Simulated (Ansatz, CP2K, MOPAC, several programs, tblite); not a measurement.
# Many methods on one cell: Cs2AgBiBr6 (elpasolite)

Cs2AgBiBr6, elpasolite, relaxed with r2SCAN in Ansatz, was computed with several methods. The symmetry is Fm-3m (No. 225, cubic); conventional cell a = 11.345 Å, 36.51 Å³ an atom. Around Cs lie 12 Br at 4.01 Å; around Ag lie 6 Br at 2.82 Å; around Bi lie 6 Br at 2.86 Å; around Br lie 1 Ag at 2.82 Å and 1 Bi at 2.86 Å and 4 Cs at 4.01 Å. No spin polarisation and no zero-point or thermal motion; the cell was built from a prototype and may be hypothetical.

```cif
data_structure
_symmetry_space_group_name_H-M 'Fm-3m'
_symmetry_Int_Tables_number 225
_cell_length_a 11.3454
_cell_length_b 11.3454
_cell_length_c 11.3454
_cell_angle_alpha 90.000
_cell_angle_beta 90.000
_cell_angle_gamma 90.000
_cell_volume 1460.36
loop_
_atom_site_label
_atom_site_type_symbol
_atom_site_symmetry_multiplicity
_atom_site_Wyckoff_symbol
_atom_site_fract_x
_atom_site_fract_y
_atom_site_fract_z
_atom_site_occupancy
Cs1 Cs 8 c 0.25000 0.75000 0.75000 1
Ag1 Ag 4 a 0.00000 0.00000 0.00000 1
Bi1 Bi 4 b 0.50000 0.00000 0.00000 1
Br1 Br 24 e 0.75183 0.00000 0.00000 1
```

Gaps and times are for a single point on this cell; volume and bulk modulus come from each method's own relaxation or energy curve at fixed shape, which is too stiff where a cell has free coordinates or axes. Times are rough, from shared hosts (Arm Neoverse V1), and each method has its own mesh and cell size. A double dagger marks a value from a curve with shape and coordinates held. GFN1-xTB (tblite): levels, charges or heat of formation failed a check of plausibility, so no values are given. PM6 (MOPAC), PM7 (MOPAC), GFN1-xTB (tblite), GFN2-xTB (tblite) treat a cluster of cells at its zone centre, which samples few k points: where these miss a band edge, the gap comes out too large for that reason alone. Gaps from k meshes are read at a limited set of points (mesh, symmetry points, PBE's band edges), so each method's own least gap may be somewhat smaller. xTB and the PM methods were fitted mostly to molecules, and can miss a solid's gap by electronvolts. Minimal bases can be far off for gaps. d marks a direct gap, i an indirect one (no mark: not told apart), a dash a value that wasn't computed or didn't pass its checks.

```tsv
method	kind	gap (eV)	own volume (Å³/atom)	bulk modulus (GPa)	atoms computed	processor time
GFN1-xTB (tblite)	tight binding	–	–	–	40	1.9 s
GFN2-xTB (tblite)	tight binding	2.80	37.12‡	22‡	40	2.6 s
PM7 (MOPAC)	semi-empirical	6.81	–	–	40	3.8 s
PM6 (MOPAC)	semi-empirical	6.02	–	–	40	5.2 s
light PBE (260 eV and a coarse mesh)	light plane-wave	1.33 i	–	–	10	5.6 s
PBE	semilocal	1.28 i	37.77	23‡	10	22 s
PBE/SZV (CP2K)	small basis	0.98 i	–	–	10	29 s
r2SCAN	semilocal	1.67 i	36.51	27‡	10	46 s
PBE/DZVP (CP2K)	small basis	1.29 i	38.25‡	23‡	10	63 s
```

Against r2SCAN (1.67 eV) and with closed or daggered gaps left aside, the nearest gap at the points sampled is that of light PBE (260 eV and a coarse mesh) (-0.34 eV) and the farthest that of PM7 (MOPAC) (+5.14 eV). r2SCAN is only a yardstick of convenience: semilocal gaps usually lie below measured ones, which GLLB-SC and hybrids aim to mend.

Volumes against r2SCAN's: PBE +3.5 %.

Runs without a result: GLLB-SC (GPAW) (single point, out of time).

Spin-orbit coupling is left out; in compounds of Pb, Bi, Tl or Hg it can lower a gap by up to about 1 eV, split its edges or invert the bands.
